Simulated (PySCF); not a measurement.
# CH3Cl3Sn: the cost of one run

The runs use PySCF 2.14.0; levels as typed in each script, gas phase, geometry from GFN2-xTB.

### Step 1. Where the work starts

SMILES `C[Sn](Cl)(Cl)Cl`, 8 atoms, charge 0, spin multiplicity 1.

Bond lengths: C1–Sn2 2.218 Å, C1–H6 1.080 Å, C1–H7 1.083 Å, C1–H8 1.084 Å, Sn2–Cl3 2.326 Å, Sn2–Cl4 2.326 Å, Sn2–Cl5 2.326 Å. Angles: Sn2–C1–H6 107.6°, Sn2–C1–H7 107.5°, Sn2–C1–H8 107.4°, H6–C1–H7 111.1°, H6–C1–H8 111.6°, H7–C1–H8 111.3°, C1–Sn2–Cl3 112.5°, C1–Sn2–Cl4 112.4°, C1–Sn2–Cl5 112.4°, Cl3–Sn2–Cl4 106.4°, Cl3–Sn2–Cl5 106.4°, Cl4–Sn2–Cl5 106.4°.

Geometry (Å):

```xyz
8
CH3Cl3Sn
C     0.00571   -0.00244    2.43885
Sn    0.00050    0.00004    0.22057
Cl   -1.21966    1.77217   -0.66304
Cl   -0.92766   -1.94010   -0.66508
Cl    2.14266    0.16880   -0.66924
H     0.59229   -0.84986    2.76317
H     0.45235    0.92924    2.76414
H    -1.02478   -0.08116    2.76615
```

### Step 2. Density, bond paths and surface potential (B3LYP/def2-svpd)

input.py

```python
import numpy as np
from pyscf import gto, scf, dft
from pyscf.scf import atom_ks, atom_hf
from scipy.linalg import block_diag

def solve(mol, dm0=None, hcore=None):
    mf = (dft.UKS if mol.spin else dft.RKS)(mol, xc='b3lyp')
    mf.grids.level = 3
    mf = mf.density_fit(auxbasis='def2-universal-jkfit')
    mf.conv_tol, mf.max_cycle = 1e-8, 80
    if hcore is not None:
        mf.get_hcore = lambda *args: hcore
    mf.kernel(dm0)
    if not mf.converged:
        mf = mf.newton().run(mf.mo_coeff, mf.mo_occ, max_cycle=30)
    assert mf.converged, 'SCF not converged'
    return mf

mol = gto.M(atom='''
C      0.00571    -0.00244     2.43885
Sn     0.00050     0.00004     0.22057
Cl    -1.21966     1.77217    -0.66304
Cl    -0.92766    -1.94010    -0.66508
Cl     2.14266     0.16880    -0.66924
H      0.59229    -0.84986     2.76317
H      0.45235     0.92924     2.76414
H     -1.02478    -0.08116     2.76615
''', basis='def2-svpd', ecp={'Sn': 'def2-svpd'}, charge=0, spin=0, verbose=4)
mf = solve(mol)
mf.analyze()
# spherically averaged free atoms, for the promolecule
atom_ks.AtomSphAverageRKS.init_guess_by_vsap = lambda self, mol=None: self.init_guess_by_minao(mol)  # core potentials
atm = atom_ks.get_atm_nrks(mol, xc='b3lyp')
pro = block_diag(*[(atm[a[0]][2] * atm[a[0]][3]) @ atm[a[0]][2].T for a in mol._atom])
np.savez('result.npz', e=mf.e_tot, c=mf.mo_coeff, occ=mf.mo_occ, eps=mf.mo_energy, pro=pro, dip=mf.dip_moment(verbose=0), s2=mf.spin_square()[0])
```

On the command line:

```sh
OMP_NUM_THREADS=1 python input.py
```

Q: Estimate wall time and peak memory on 1 thread of Intel Xeon Platinum 8259CL at 2.50GHz (Skylake/Cascade Lake), shared host.

About 20 s, with a peak of 0.64 GiB.
